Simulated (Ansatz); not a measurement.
Predict the output of the script below (Ansatz 0.2.0, Python API).

Script `ecut_hfc.py`:
```python
"""Convergence of HfC with the plane-wave cutoff."""

import csv

import ansatz as az


def main() -> None:
    hfc = (
        az.Lattice.fcc(4.65)
        .space_group(225)
        .atom("Hf", (0.5, 0.0, 0.0))
        .atom("C", (0.0, 0.0, 0.0))
        .primitive()
    )

    setup = (
        hfc.calculation()
        .occupations("Fermi-Dirac", width=0.1)
        .functional(az.Functional.PBE, dispersion="D4")
        .kpoints(10, 10, 10)
        .scf(tolerance=1e-09)
    )

    rows = []
    for value in [250, 300, 350, 400, 450]:
        r = setup.basis(value).run().report
        rows.append((value, r["free_energy_ev"] / len(r["lattice"]["sites"]), r["n_iterations"], r["n_pw"]))

    with open("ecut.csv", "w", newline="") as handle:
        writer = csv.writer(handle)
        writer.writerow(["cutoff (eV)", "F/atom (eV)", "iterations", "plane waves"])
        writer.writerows([round(v, 5) if isinstance(v, float) else v for v in row] for row in rows)

    # the last row is the reference
    for row in rows[:-1]:
        shift = 1000 * (row[1] - rows[-1][1])
        print(f"{row[0]}: {shift:+.2f} meV/atom" + ("  (within 5 meV)" if abs(shift) < 5 else ""))


if __name__ == "__main__":
    main()
```

```console
$ python ecut_hfc.py
DeckWarning: basis.ecutwfc = 250 eV is below the records' recommended 420 eV, and the density's cutoff is lower with it unless basis.ecutrho_ratio is high enough to keep the records' density cutoff: compare with a run at a higher cutoff
DeckWarning: basis.ecutwfc = 300 eV is below the records' recommended 420 eV, and the density's cutoff is lower with it unless basis.ecutrho_ratio is high enough to keep the records' density cutoff: compare with a run at a higher cutoff
DeckWarning: basis.ecutwfc = 350 eV is below the records' recommended 420 eV, and the density's cutoff is lower with it unless basis.ecutrho_ratio is high enough to keep the records' density cutoff: compare with a run at a higher cutoff
DeckWarning: basis.ecutwfc = 400 eV is below the records' recommended 420 eV, and the density's cutoff is lower with it unless basis.ecutrho_ratio is high enough to keep the records' density cutoff: compare with a run at a higher cutoff
250: +709.67 meV/atom
300: +112.66 meV/atom
350: +21.96 meV/atom
400: +3.18 meV/atom  (within 5 meV)
```
(Warnings from the package without file and line.)

File `ecut.csv` afterwards:
```csv
cutoff (eV),F/atom (eV),iterations,plane waves
250,-7986.61369,9,229
300,-7987.2107,8,307
350,-7987.3014,7,339
400,-7987.32018,8,459
450,-7987.32336,8,537
```

From 400 eV on it stays within 5 meV an atom of the value at 450 eV; the first row (250 eV) is off by 709.7 meV and the last but one by 3.18 meV. The energy falls steadily, as expected when plane waves are added.

Dispersion corrections can be off by several per cent in the lattices of metals, and by several GPa in the pressure at a fixed cell. The mesh is modest for a metal, so energies can be off by several to tens of meV an atom and pressures by half a GPa or more; differences at equal mesh fare better. Spin-orbit coupling, which matters for elements this heavy, is left out. The starting cell is as deposited in a crystallographic database; the results hold for this polymorph, which needn't be the stable one. Shifts are counted from the last row, which is itself no proven limit. Wall time of the script: 7.6 s on 1 thread of Arm Neoverse V1, with other jobs on the host, peak memory 0.35 GiB.
